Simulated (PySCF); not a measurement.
# CeH2S2 (Ce(SH)2+): the cost of one run

Computed with PySCF 2.14.0. Level: PBE0, Ce lcecp-1-SVP with ECP47, S def2-SVP, H def2-SVP; scalar-relativistic core potentials, no spin–orbit coupling.

1 further run of the same task is left out (for a known fault of the program).

**1. Where the work starts**

5 atoms, charge 1, spin multiplicity 1.

Bond lengths: Ce1–S2 2.800 Å, Ce1–S4 2.800 Å, S2–H3 1.341 Å, S4–H5 1.341 Å. Angles: S2–Ce1–S4 131.8°, Ce1–S2–H3 104.2°, Ce1–S4–H5 104.2°.

Geometry (Å):

```xyz
5
charge 1, multiplicity 1
Ce    0.0000    0.0000    0.0000
S     2.5559    0.0000    1.1438
H     3.3700   -0.3365    0.1325
S    -2.5559    0.0000    1.1438
H    -3.3700    0.3365    0.1325
```

Formal oxidation states: Ce +3. Each metal's 1 4f electrons lie in its core potential, so multiplicities, spins and levels count the valence alone.

**2. SCF at the start, singlet**

run.py (the lines that set the calculation) reads:

```python
mol = gto.M(atom='''
Ce     0.00000     0.00000     0.00000
S      2.55590     0.00000     1.14380
H      3.37000    -0.33650     0.13250
S     -2.55590     0.00000     1.14380
H     -3.37000     0.33650     0.13250''',
    basis={'Ce': 'lcecp-1-SVP', 'S': 'def2-SVP', 'H': 'def2-SVP'},
    ecp={'Ce': 'lcecp-1-SVP'},
    charge=1, spin=0)
mf = dft.RKS(mol, xc='PBE0')
mf.grids.atom_grid = (50, 194)  # f atoms: unpruned, at least (60, 302)
mf = mf.density_fit()  # fitting sets: Ce AutoAux, S def2-universal-JKFIT, H def2-universal-JKFIT
mf.conv_tol = 1e-08; mf.max_cycle = 55
mf.kernel(dm0)  # dm0: free metal ions and neutral atoms
```

Launch:

```
$ OMP_NUM_THREADS=2 python run.py
```

**Question.** How long does this run take on 2 threads of Arm Neoverse V1, shared host, and how much memory does it need?

About 2.4 s, with a peak of 0.41 GiB.
